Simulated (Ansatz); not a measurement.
# C₂H₆GaNOSi: basis-set convergence

The task here is to estimate one member of a computed series from the others.

Method: one geometry, several basis sets; program: Ansatz 0.2.0, Gaussian basis.

Levels to be run: PBE0-D4/def2-SVP; ωB97M-V/def2-SVP; PBE0-D4/def2-QZVPP; ωB97M-V/def2-QZVPP; the functionals' def2-TZVPP values are taken from earlier runs.

## The relaxed structure

An earlier PBE0-D4 in a triple-zeta def2 set relaxation fixed the geometry.

12 atoms, charge 0, spin multiplicity 1.

Atoms are counted from 1 here; the program's logs count them from 0.

Bond lengths: N1–C2 1.356 Å, N1–H7 1.006 Å, N1–H8 1.003 Å, C2–C3 1.362 Å, C2–Si6 1.905 Å, C3–Ga4 1.911 Å, C3–H9 1.089 Å, Ga4–O5 1.839 Å, Ga4–H10 1.548 Å, O5–Si6 1.624 Å, Si6–H11 1.491 Å, Si6–H12 1.490 Å. Angles: C2–N1–H7 120.5°, C2–N1–H8 121.1°, H7–N1–H8 116.7°, N1–C2–C3 125.0°, N1–C2–Si6 121.2°, C3–C2–Si6 113.8°, C2–C3–Ga4 111.6°, C2–C3–H9 120.7°, Ga4–C3–H9 127.7°, C3–Ga4–O5 100.3°, C3–Ga4–H10 142.4°, O5–Ga4–H10 117.3°, Ga4–O5–Si6 109.8°, C2–Si6–O5 104.4°, C2–Si6–H11 109.0°, C2–Si6–H12 109.4°, O5–Si6–H11 113.1°, O5–Si6–H12 113.0° and more.

The first run:

The input, in.yaml:

```yaml
crystal:
  periodic: [false, false, false]
  atoms:
    - {symbol: N, position_ang: [-0.330891, -1.642529, 1.071282]}
    - {symbol: C, position_ang: [0.002648, -0.498699, 0.423504]}
    - {symbol: C, position_ang: [1.053756, 0.304925, 0.747753]}
    - {symbol: Ga, position_ang: [1.152791, 1.831646, -0.397347]}
    - {symbol: O, position_ang: [-0.294704, 1.518701, -1.486970]}
    - {symbol: Si, position_ang: [-1.032634, 0.142136, -1.041258]}
    - {symbol: H, position_ang: [0.268268, -2.017871, 1.786971]}
    - {symbol: H, position_ang: [-1.038291, -2.254651, 0.709631]}
    - {symbol: H, position_ang: [1.718118, 0.045067, 1.570401]}
    - {symbol: H, position_ang: [1.984063, 3.108906, -0.668754]}
    - {symbol: H, position_ang: [-1.043710, -0.889667, -2.117490]}
    - {symbol: H, position_ang: [-2.439405, 0.352036, -0.597723]}
basis:
  gaussian: {orbitals: def2-SVP}
hamiltonian: {xc: pbe0, dispersion: d4}
output: {orbitals: {seedname: orbitals}}
```

The run is started by

```bash
ansatz run in.yaml --threads 2 --pin off --events-out ev --progress --plain --max-ram 20480MiB --backend cpu
```

Among the steps run: PBE0-D4 in def2-SVP; ωB97M-V in def2-SVP; PBE0-D4 in def2-QZVPP; ωB97M-V in def2-QZVPP.

One of the session's tables, all rows but one given; the rest of the session is left out.

It belongs to the step «Functionals by basis». 

| functional | basis | HOMO (eV) |
| --- | --- | --- |
| PBE0-D4 | def2-SVP | -6.26 |
| PBE0-D4 | def2-TZVPP | -6.36 |
| PBE0-D4 | def2-QZVPP | -6.39 |
| ωB97M-V | def2-SVP | ? |
| ωB97M-V | def2-TZVPP | -8.49 |
| ωB97M-V | def2-QZVPP | -8.52 |

Estimate the missing values for ωB97M-V, def2-SVP.

The run gave: HOMO (eV): -8.36. In the column «HOMO (eV)» it lies between ωB97M-V, def2-TZVPP (-8.49) and PBE0-D4, def2-QZVPP (-6.39).
